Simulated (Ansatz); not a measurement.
# Zn2CdSeS2: the cost of one run

Program: Ansatz 0.2.0. Level of theory: DFT PBE, scalar-relativistic, plane waves, PAW. These are calculated values, not measurements.

## 1. The system as given

It takes space group P4/mmm (No. 123, tetragonal). Conventional cell: a = 4.874 Å, b = 4.874 Å, c = 5.512 Å, α = 90.00°, β = 90.00°, γ = 90.00°. Around Zn (site symmetry mmm) lie 2 Se at 2.44 Å and 4 S at 2.80 Å. Cd (site symmetry 4/mmm) has 2 Se at 2.76 Å as nearest neighbours. Se (site symmetry 4/mmm) has 4 Zn at 2.44 Å and 2 Cd at 2.76 Å as nearest neighbours. Around S (site symmetry 4mm) lie 2 S at 2.75 to 2.76 Å and 4 Zn at 2.80 Å.

As a file:

```xyz
6
Lattice="4.8742 0.0000 0.0000 0.0000 4.8742 0.0000 0.0000 0.0000 5.5121" Properties=species:S:1:pos:R:3 pbc="T T T"
Zn    0.0000    2.4371    0.0000
Zn    2.4371    0.0000    0.0000
Cd    2.4371    2.4371    2.7561
Se    2.4371    2.4371    0.0000
S     0.0000    0.0000    1.3811
S     0.0000    0.0000    4.1311
```

It is the end of an earlier relaxation with the same method, from a database cell with other species swapped in; it needn't be the stable form of this composition. At a tolerance of 0.05 Å it has space group P4/mmm (No. 123); it has 21.83 Å³/atom, an uncorrected energy of +0.00 eV/atom over the elements.

## 2. Electronic structure at the relaxed geometry

input.yaml

```yaml
crystal:
  lattice:
    - [4.8742479112, 0.0, 0.0]
    - [0.0, 4.8742479112, 0.0]
    - [0.0, 0.0, 5.5121395073]
  atoms:
    - { symbol: Zn, position: [0.0, 0.5, 0.0] }
    - { symbol: Zn, position: [0.5, 0.0, 0.0] }
    - { symbol: Cd, position: [0.5, 0.5, 0.5] }
    - { symbol: Se, position: [0.5, 0.5, 0.0] }
    - { symbol: S, position: [0.0, 0.0, 0.250550747] }
    - { symbol: S, position: [0.0, 0.0, 0.749449253] }
basis:
  ecutwfc: 420
kpoints:
  mp_grid: { grid: [8, 8, 8] }
  band_path:
    path:
      - [[0.0, 0.0, 0.0], [0.0, 0.5, 0.0], [0.5, 0.5, 0.0], [0.0, 0.0, 0.0], [0.0, 0.0, 0.5], [0.0, 0.5, 0.5], [0.5, 0.5, 0.5], [0.0, 0.0, 0.5]]
      - [[0.0, 0.5, 0.0], [0.0, 0.5, 0.5]]
      - [[0.5, 0.5, 0.0], [0.5, 0.5, 0.5]]
    npoints: 14
hamiltonian:
  xc: pbe
scf:
  occupations: { method: gaussian, width: 0.1 }
  n_extra_bands: 15
output:
  forces: true
  stress: true
  eigenvalues: true
  populations: true
  dos: { projected: true, de: 0.02, nscf_kmesh: { grid: [10, 10, 10] } }
  bader: true
  write_density: true
  write_potential: true
  elf: true
  volumetric_format: npy
```

The run is started by

```bash
ansatz run input.yaml --threads 1 --pin off --max-ram 2560MiB --backend cpu --events-out ev --progress --plain --runs-dir out
```

Q: Estimate wall time and peak memory on 1 thread of Arm Neoverse V2, shared host.

About 2.1 min, with a peak of 0.81 GiB.
